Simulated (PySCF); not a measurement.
# [LaBr2]+: other functionals and bases at one geometry

An exercise on one series of results from a longer session: the logs are not shown, and one member is left open.

Computed with PySCF 2.14.0. Level: several levels, as the steps say, no spin–orbit coupling.

1 further run of the same task is left out (for a known fault of the program).

## Where the work starts

3 atoms, charge 1, spin multiplicity 1.

Bond lengths: La1–Br2 2.652 Å, La1–Br3 2.652 Å. Angles: Br2–La1–Br3 106.7°.

As a file:

```xyz
3

La    0.00000    0.00000   -0.89731
Br    2.12805    0.00000    0.68520
Br   -2.12805    0.00000    0.68520
```

Formal oxidation states: La +3. An earlier session relaxed this geometry at PBE0, La def2-SVP with ECP46, Br def2-SVP (singlet, point group C2v).

At PBE0 on the finer grid: E = -5178.591274 Eh, HOMO -12.61 eV, LUMO -7.47 eV, Mulliken charge on La1 +1.28 e, largest force component 0.012 eV/Å. 

Levels to run: PBE; TPSSh; PBE0, TZVP. Hardware: 2 threads of Intel Xeon at 2.50GHz (Skylake/Cascade Lake), shared host.

The first run:

run.py (the lines that set the calculation) reads:

```python
mol = gto.M(atom='''
La     0.00000     0.00000    -0.89731
Br     2.12805     0.00000     0.68520
Br    -2.12805     0.00000     0.68520''',
    basis={'La': 'def2-SVP', 'Br': 'def2-SVP'},
    ecp={'La': 'def2-SVP'},
    charge=1, spin=0)
mf = dft.RKS(mol, xc='PBE')
mf.grids.atom_grid = (75, 302)  # f atoms: unpruned, at least (60, 302)
mf = mf.density_fit()  # fitting sets: La def2-universal-JKFIT, Br def2-universal-JKFIT
mf.conv_tol = 1e-08; mf.max_cycle = 55
mf.kernel(dm0)  # dm0: the density of the relaxed state
```

Command:

```sh
$ OMP_NUM_THREADS=2 python run.py
```

Steps of the session up to this table: PBE; TPSSh; PBE0, TZVP.

One table of the session follows, with a row left open; its other results are not shown here.

```
              level  HOMO (eV)  gap (eV)  charge on La1 (e)  dipole (D)  largest force component (eV/Å)
PBE0 (relaxed here)     -12.61      5.14               1.28        8.35                            0.01
                PBE          ?         ?                  ?           ?                               ?
              TPSSh     -11.99      4.26               1.29        8.29                            0.25
         PBE0, TZVP     -12.59      5.18               1.47        8.23                            0.06
```

Estimate the missing values for PBE.

As computed: HOMO (eV): -11.44; gap (eV): 3.28; charge on La1 (e): 1.15; dipole (D): 7.69; largest force component (eV/Å): 0.26. In the column «HOMO (eV)» it is the highest.

The dipole of a charged species depends on the origin, so these sizes hold for this origin alone.

In one basis the HOMO–LUMO gap runs from 3.28 eV (PBE) to 5.14 eV (PBE0). The largest leftover force, 0.26 eV/Å with PBE, stands at a geometry relaxed at another level. Total energies of different levels can't be compared.
